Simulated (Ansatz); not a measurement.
# NHBr (quartet): from Hartree-Fock to the top rungs at distance Br1–H2 along a hydrogen transfer = 1.778 Å, cc-pVDZ

Aim: climb from Hartree-Fock through coupled cluster and multireference methods for NHBr (quartet) at one geometry and basis, and see what each rung misses.

Program: Ansatz 0.2.0, Gaussian basis. Level of theory: cc-pVDZ, core rule «outside noble gas», up to 15 orbitals frozen. These are calculated values, not measurements.

To be run: UHF; CCSD(T) on ROHF; CCSD(T) on UHF; BCCD(T) on ROHF; CISD; CCSDT(Q) on ROHF; CCSDT(Q) on UHF; CCSDTQ on ROHF; CASSCF and MRCISD+Q, 5 electrons in 5 orbitals; CASSCF and NEVPT2, 5 electrons in 5 orbitals; CASSCF and MRCISD+Q, 13 electrons in 9 orbitals; CASSCF and NEVPT2, 13 electrons in 9 orbitals.

### Step 1. The system

The geometry derives from fragments relaxed apart (PBE0/def2-TZVP) and kept rigid, so it is no stationary point. A hydrogen atom is moved between rigid fragments. No spin-orbit coupling is included. The filled d shell of Br may be among the frozen orbitals whatever the setting's name suggests; the logs give the count.

3 atoms, charge 0, spin multiplicity 4.

Atoms are counted from 1 here; the program's logs count them from 0.

Bond lengths: Br1–H2 1.778 Å, H2–N3 1.040 Å. Angles: Br1–H2–N3 180.0°.

### Step 2. UHF

The input, in.yaml:

```yaml
crystal:
  periodic: [false, false, false]
  atoms:
    - {symbol: Br, position_ang: [0.000000, 0.000000, -1.532000]}
    - {symbol: H, position_ang: [0.000000, 0.000000, 0.246000]}
    - {symbol: N, position_ang: [0.000000, 0.000000, 1.286000]}
basis:
  gaussian: {orbitals: cc-pVDZ}
magnetization: {spin_polarized: true, initial_magnetization: 3}
hamiltonian: {xc: hf}
output: {orbitals: {seedname: orbitals}}
```

Launch:

```console
> ansatz run in.yaml --threads 1 --pin off --events-out ev --progress --plain --max-ram 4096MiB --backend cpu
```

Further steps of the session: CCSD(T) on ROHF; CCSD(T) on UHF; BCCD(T) on ROHF; CISD; CCSDT(Q) on ROHF; CCSDT(Q) on UHF; CCSDTQ on ROHF; CASSCF and MRCISD+Q, 5 electrons in 5 orbitals; CASSCF and NEVPT2, 5 electrons in 5 orbitals; CASSCF and MRCISD+Q, 13 electrons in 9 orbitals; CASSCF and NEVPT2, 13 electrons in 9 orbitals.

Q: Predict the results of all the runs planned. Wanted: RCCSDTQ below the RHF energy; RMP2 from RCCSDTQ; UMP2 from RCCSDTQ; RCCSD from RCCSDTQ; RCCSD(T) from RCCSDTQ; UCCSD(T) from RCCSDTQ; RCCSDT(Q) from RCCSDTQ; UCCSDT(Q) from RCCSDTQ; NEVPT2 pair from RCCSDTQ.

The runs gave:

| quantity | value |
| --- | --- |
| RCCSDTQ below the RHF energy | -7.0915 eV |
| RMP2 from RCCSDTQ | +1018.3 meV |
| UMP2 from RCCSDTQ | +1035.5 meV |
| RCCSD from RCCSDTQ | +143.7 meV |
| RCCSD(T) from RCCSDTQ | +29.0 meV |
| UCCSD(T) from RCCSDTQ | +26.4 meV |
| RCCSDT(Q) from RCCSDTQ | +0.8 meV |
| UCCSDT(Q) from RCCSDTQ | -2.1 meV |
| NEVPT2 pair from RCCSDTQ | +975.6 meV |
| NEVPT2 valence from RCCSDTQ | +1292.2 meV |
| MRCISD+Q valence from RCCSDTQ | +16.5 meV |
| levels within 1 kcal/mol (43 meV) | RCCSD(T), UCCSD(T), BCCD(T), RCCSDT, UCCSDT, RCCSDT(Q), UCCSDT(Q), MRCISD+Q valence |
| T1 diagnostic | 0.027 |
| effectively unpaired electrons | 3.01 |

What this shows: RCCSD(T) lands +29.0 meV from the yardstick (0.4 % of the correlation energy). One determinant dominates. Of the multireference levels listed MRCISD+Q valence comes nearest in total energy (+16.5 meV), which doesn't show that its space is the better one. These misses are within one basis, not against nature; the frozen cores of restricted and unrestricted runs differ, which can shift their rows.
